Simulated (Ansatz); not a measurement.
# BFGeH4O: the cost of one run

Program: Ansatz 0.2.0, Gaussian basis. Level of theory: the settings change from run to run. These are calculated values, not measurements.

## (1) The molecule

The structure was relaxed beforehand with PBE0-D4 in a triple-zeta def2 set.

SMILES `O[B](F)[GeH3]`, 8 atoms, charge 0, spin multiplicity 1.

Atoms are counted from 1 here; the program's logs count them from 0.

Bond lengths: O1–B2 1.348 Å, O1–H5 0.959 Å, B2–F3 1.326 Å, B2–Ge4 2.083 Å, Ge4–H6 1.537 Å, Ge4–H7 1.542 Å, Ge4–H8 1.537 Å. Angles: B2–O1–H5 113.9°, O1–B2–F3 116.0°, O1–B2–Ge4 124.8°, F3–B2–Ge4 119.2°, B2–Ge4–H6 111.1°, B2–Ge4–H7 110.5°, B2–Ge4–H8 111.2°, H6–Ge4–H7 107.9°, H6–Ge4–H8 108.1°, H7–Ge4–H8 107.9°.

## (2) r2SCAN0/x2c-TZVPPall

Set apart from the defaults: D4 dispersion.

The input, in.yaml:

```yaml
crystal:
  periodic: [false, false, false]
  atoms:
    - {symbol: O, position_ang: [1.776923, 0.708263, -0.630460]}
    - {symbol: B, position_ang: [1.057573, -0.138147, 0.132930]}
    - {symbol: F, position_ang: [1.755168, -0.962282, 0.903174]}
    - {symbol: Ge, position_ang: [-1.023162, -0.225570, 0.173810]}
    - {symbol: H, position_ang: [1.242803, 1.290053, -1.175228]}
    - {symbol: H, position_ang: [-1.563438, 0.082979, 1.579004]}
    - {symbol: H, position_ang: [-1.625134, 0.805152, -0.802461]}
    - {symbol: H, position_ang: [-1.528534, -1.617548, -0.236569]}
basis:
  gaussian: {orbitals: x2c-TZVPPall}
hamiltonian: {xc: {name: r2SCAN0}, dispersion: d4}
output: {forces: true}
```

The run is started by

```console
$ ansatz run in.yaml --threads 2 --pin off --events-out ev --progress --plain --max-ram 4352MiB
```

Q: Estimate wall time and peak memory on 2 threads of Arm Neoverse V1, shared host.

About 9.5 s, with a peak of 0.47 GiB.
